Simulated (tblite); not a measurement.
# C3H12N2Si3: the cost of one run

The runs use tblite 0.8.0 and PySCF 2.14.0, with density-fitted response routines of our own; the level of theory stands in each step. All values are computed, except where a source is named. Atoms are numbered from 0 throughout.

**1. The starting structure**

20 atoms, charge 0, multiplicity 1; geometry from: force field or distance geometry start.

Bonds of the start (Å): N0–C1 1.15, C1–C2 1.48, C2–Si3 1.89, Si3–C4 1.84, C4–Si5 1.85, Si3–Si6 2.32, Si6–N7 1.70, C2–H8 1.09, C2–H9 1.10, Si3–H10 1.49, C4–H11 1.10, C4–H12 1.09, Si5–H13 1.49, Si5–H14 1.49, Si5–H15 1.48, Si6–H16 1.48, Si6–H17 1.48, N7–H18 1.01, N7–H19 1.02.

**2. Geometry optimisation with GFN2-xTB**

The job: settings as JSON, then the geometry in Å.

```
{"job": {"kind": "relax", "xc": "GFN2-xTB", "basis": "xTB"}, "charge": 0, "multiplicity": 1}
N     -1.945100    -3.229700    -0.526100
C     -1.279700    -2.728700     0.265300
C     -0.411000    -2.091800     1.280100
Si     0.243100    -0.421700     0.695200
C      1.274700    -0.624900    -0.819900
Si     2.157600     0.959400    -1.171100
Si    -1.608500     0.936000     0.338200
N     -1.215900     2.590800     0.333500
H      0.430500    -2.747600     1.512100
H     -0.984800    -1.954800     2.213000
H      1.071500     0.107500     1.815700
H      0.650400    -0.913800    -1.679900
H      1.998100    -1.427000    -0.669000
H      3.068400     0.771400    -2.333700
H      2.988500     1.390900    -0.010900
H      1.198900     2.035500    -1.512900
H     -2.593700     0.742000     1.429200
H     -2.223400     0.643300    -0.970500
H     -0.749300     2.838300    -0.531800
H     -2.075400     3.135600     0.340400
```

Launch:

```bash
$ OMP_NUM_THREADS=1 python probes_run.py task.json out
```

One launch serves the whole session: the jobs run in the order shown.

**Question.** How long does this first job take on 1 thread of Intel Xeon at 2.50GHz, shared host, and how much memory does it need?

About 3.7 s, with a peak of 0.18 GiB.
